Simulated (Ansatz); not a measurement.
# Platinum, diamond under m-r²SCAN: structure, energy and stiffness

Aim: take platinum in the diamond structure, relax it, solve it on a dense k-mesh, then scale the cell to 7 volumes from 88 to 112 % of the relaxed one and try a fit of the equation of state. The start is ferromagnetic. The k-meshes are 10×10×10 for the relaxation; 16×16×16 for the dense run; 11×11×11 for the volumes.

This is Pt in the diamond structure; at room conditions it is fcc.

Program: Ansatz 0.2.0. Level of theory: DFT m-r2SCAN, plane waves (500 eV) with PAW, scalar-relativistic; PAW files made under PBE, frozen cores solved again for the functional; m-r²SCAN is r²SCAN on the gauge-invariant kinetic-energy density. These are calculated values, not measurements.

## 1. The structure to begin with

Symmetry: Fd-3m, No. 227, cubic system. The conventional cell has a = 5.463 Å, b = 5.463 Å, c = 5.463 Å, α = 90.00°, β = 90.00°, γ = 90.00°. Around Pt (site symmetry -43m) lie 4 Pt at 2.37 Å.

As a file:

```
CELL_PARAMETERS angstrom
0.00000 2.73141 2.73141
2.73141 0.00000 2.73141
2.73141 2.73141 0.00000
ATOMIC_POSITIONS crystal
Pt 0.12500 0.12500 0.12500
Pt 0.87500 0.87500 0.87500
```

Starting moments (μB): +1 ×2.

## 2. Geometry optimisation

Contents of input.yaml:

```yaml
crystal:
  lattice:
    - [0.0, 2.731412573, 2.731412573]
    - [2.731412573, 0.0, 2.731412573]
    - [2.731412573, 2.731412573, 0.0]
  atoms:
    - { symbol: Pt, position: [0.125, 0.125, 0.125], spin: 1.0 }
    - { symbol: Pt, position: [0.875, 0.875, 0.875], spin: 1.0 }
hamiltonian:
  xc: mr2scan
  pseudopotentials:
    kind: paw
    azcp:
      Pt: "pseudopotentials/Pt.paw.azcp"
basis:
  ecutwfc: 500
  fft_grid_basis: typed
kpoints:
  mp_grid: { grid: [10, 10, 10], shift: [0, 0, 0] }
magnetization:
  spin_polarized: true
scf:
  occupations: { method: fermi_dirac, width: 0.05 }
relax:
  max_steps: 60
  f_tol: 0.01
  cell: {}
```

The run is started by

```sh
$ ansatz run input.yaml --threads 2 --pin off --max-ram 6144MiB --backend cpu --events-out ev --progress --plain --runs-dir out
```

The runs that follow: The energy on a finer k-mesh; Volume × 0.88; Volume × 0.92; Volume × 0.96; Volume × 1.0; Volume × 1.04; Volume × 1.08; Volume × 1.12.

Q: Predict the outcome of this session. Wanted: space group; conventional cell; volume; shortest distance; gap on the mesh; magnetic state; relative to fcc.

The runs gave:

| quantity | value |
| --- | --- |
| space group (spins left aside) | Fd-3m (No. 227) |
| conventional cell | a = 5.725 Å |
| volume | 23.460 Å³/atom |
| shortest distance | 2.479 Å |
| gap on the mesh | none (levels filled in part) |
| magnetic state | ferromagnetic, up to 0.34 μB per atom |
| relative to fcc | +1131 meV/atom |

What this shows: The relaxation enlarged the cell by 15.1 % in volume. It lies 1131 meV/atom above the element's reference form at the same level (fcc, from a run of its own), so it is far from stable. It ends ferromagnetic, with up to 0.34 μB per atom. Levels at the Fermi energy are filled in part, as in a metal. Relaxation kept the symmetry; phonons were not checked.
